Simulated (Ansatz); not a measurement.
# Ir (hcp type): how the settings move a single-point run

How sensitive is a single-point run of Ir (hcp type) to its settings? A reference run comes first, then one run with altered input.

This is Ir in the hcp structure; at room conditions it is fcc.

Computed with Ansatz 0.2.0 (reference: DFT, PBEsol, all-electron LAPW, scalar-relativistic, unless a step's input says otherwise).

## Step 1: Starting point

Symmetry: P6_3/mmc, No. 194, hexagonal system. The conventional cell has a = 2.720 Å, b = 2.720 Å, c = 4.408 Å, α = 90.00°, β = 90.00°, γ = 120.00°. Around Ir (site symmetry -6m2) lie 12 Ir at 2.71 to 2.72 Å.

Structure file:

```
CELL_PARAMETERS angstrom
2.72013 0.00000 0.00000
-1.36006 2.35570 0.00000
0.00000 0.00000 4.40796
ATOMIC_POSITIONS crystal
Ir 0.33333 0.66667 0.25000
Ir 0.66667 0.33333 0.75000
```

## Step 2: Reference

input.yaml

```yaml
crystal:
  lattice:
    - [2.7201297417, 0.0, 0.0]
    - [-1.3600648708, 2.3557014579, 0.0]
    - [0.0, 0.0, 4.4079603801]
  atoms:
    - { symbol: Ir, position: [0.3333333333, 0.6666666667, 0.25] }
    - { symbol: Ir, position: [0.6666666667, 0.3333333333, 0.75] }
kpoints:
  mp_grid: { grid: [16, 16, 9] }
  band_path:
    path:
      - [0.0, 0.0, 0.0]
      - [0.5, 0.0, 0.0]
      - [0.3333333333, 0.3333333333, 0.0]
      - [0.0, 0.0, 0.0]
      - [0.0, 0.0, 0.5]
      - [0.5, 0.0, 0.5]
      - [0.3333333333, 0.3333333333, 0.5]
      - [0.0, 0.0, 0.5]
      - [0.5, 0.0, 0.5]
    npoints: 14
scf:
  occupations: { method: fermi_dirac, width: 0.08 }
hamiltonian:
  xc: pbesol
  pseudopotentials: { kind: all_electron, lapw: { basis_error: 0.001 } }
output:
  forces: true
  stress: true
  eigenvalues: true
  populations: true
  dos: { projected: true, de: 0.2, e_range: [-14, 8] }
```

Command:

```bash
> ansatz run input.yaml --threads 1 --pin off --max-ram 2048MiB --backend cpu --events-out ev --progress --plain --runs-dir out
```

## Step 3: Variant: mp_grid.grid [8, 8, 4], hubbard.sites [{species: Ir, l: d, u_eff: 3.0}], hubbard.double_counting fll

input.yaml, as its differences from that of step 2:

```diff
@@ -9,3 +9,3 @@
 kpoints:
-  mp_grid: { grid: [16, 16, 9] }
+  mp_grid: { grid: [8, 8, 4] }
   band_path:
@@ -27,2 +27,3 @@
   pseudopotentials: { kind: all_electron, lapw: { basis_error: 0.001 } }
+  hubbard: { sites: [{ species: Ir, l: d, u_eff: 3.0 }], double_counting: fll }
 output:
@@ -32,2 +33 @@
   populations: true
-  dos: { projected: true, de: 0.2, e_range: [-14, 8] }
```

Before running it: what results should come out? Wanted: for each run, ending; energy change; pressure; gap; force.

**Answer**, as computed:

```csv
run,ending,energy change,pressure (GPa),gap (eV),force (eV/Å),cycles,time
reference,converged,0,-0.1,0.00,0.00,8,1.8 min
"1: mp_grid.grid [8, 8, 4], hubbard.sites [{species: Ir, l: d, u_eff: 3.0}], hubbard.double_counting fll",converged,+2.52 eV/atom (Hubbard term changed: no physical gain or loss),-1.4,0.00,0.00,8,45 s
```

Times don't compare one to one where runs were asked for different outputs or read a saved state (see the inputs); cycles may leave out searches for a lower state.

Residual by cycle in the longest SCF loop of each run; runs are numbered as in the table. The quantity is the density residual dr2, in eV.

```csv
cycle,reference,run 1
1,0.0438,0.0312
2,0.01,0.008
3,0.00585,0.00377
4,0.00245,7.6e-4
5,3.9e-4,3.0e-4
6,1.2e-5,5.5e-6
7,6.1e-7,2.8e-7
8,7.4e-8,2.7e-8
```

What this shows: Changing the k-point mesh, Hubbard U and double counting of the Hubbard term moves the energy by +2.52 eV/atom, and the pressure goes from -0.1 to -1.4 GPa. The U term adds an energy of its own, so the shift says nothing about which run is better. A changed U is a change of model: its shifts are not errors of convergence.
